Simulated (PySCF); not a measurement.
# A diatomic session: TlO−

An exercise on one series of results from a longer session: the logs are not shown, and one member is left open.

The runs use PySCF 2.14.0; Tl def2-SVPD with ECP60, O def2-SVPD, scalar-relativistic core potentials.

2 further runs of the same task are left out: 2 set aside as unsound or not needed.

Set-up of the first run:

Settings of the job:

```json
{
 "atoms": "Tl, O",
 "charge": "-1",
 "basis": "Tl def2-SVPD with ECP60, O def2-SVPD",
 "Hamiltonian": "scalar-relativistic core potentials",
 "basis functions": "55",
 "electrons treated": "30",
 "masses in u": "204.9744, 15.9949",
 "levels": "PBE0, PBE, r²SCAN, B2PLYP, PBEsol, LDA, CAM-B3LYP, MP2, SCS-MP2, CCSD, CCSD(T)",
 "grid": "80 radial by 434 angular points",
 "occupations": "held fixed by the projection of orbital angular momentum",
 "dissociation limit": "Tl + O−, each in its ground configuration",
 "starting distance in angstrom": "2.130",
 "values of 2S to try": "0, 2"
}
```

The run is started by

```
$ OMP_NUM_THREADS=1 python dia.py task.json out
```

Among the steps run: The job; First curve: PBE0; PBE; r²SCAN (meta-GGA); B2PLYP (double hybrid); PBEsol (GGA); LDA; CAM-B3LYP; Correlated methods on the Hartree–Fock reference.

One of the session's tables, all rows but one given; the rest of the session is left out.

It belongs to the step «The curves together». Energy (eV) from each level's lowest point:

| R (Å) | RHF-MP2 | RHF-SCS-MP2 | RHF-CCSD | RHF-CCSD(T) | LDA |
| --- | --- | --- | --- | --- | --- |
| 1.743 | 1.530 | 1.513 | n/a | n/a | 1.244 |
| 1.824 | 0.741 | 0.726 | 0.608 | 0.707 | 0.553 |
| 1.905 | ? | ? | ? | ? | ? |
| 1.966 | 0.095 | 0.089 | 0.048 | 0.082 | 0.040 |
| 2.027 | 0.009 | 0.006 | 0.000 | 0.003 | 0.000 |
| 2.088 | 0.000 | 0.000 | 0.029 | 0.000 | 0.031 |
| 2.169 | 0.077 | 0.081 | 0.155 | 0.080 | 0.154 |
| 2.270 | 0.278 | 0.284 | 0.404 | 0.271 | 0.394 |
| 2.392 | 0.632 | 0.633 | 0.777 | 0.574 | 0.751 |
| 2.554 | 1.291 | 1.254 | n/a | n/a | 1.268 |

Q: Estimate the row for R (Å) = 1.905 from the others.

Worked estimate for «RHF-MP2». A straight line through the neighbours (1.824, 0.741) and (1.966, 0.095) gives 0.741 + (0.095 − 0.741) × (1.905 − 1.824) / (1.966 − 1.824) = 0.373; a parabola fitted to 4 rows on both sides gives 0.267.

As computed: RHF-MP2: 0.282; RHF-SCS-MP2: 0.272; RHF-CCSD: 0.197; RHF-CCSD(T): 0.260; LDA: 0.175. In «RHF-MP2» the line misses by +0.091 and the parabola by -0.015.
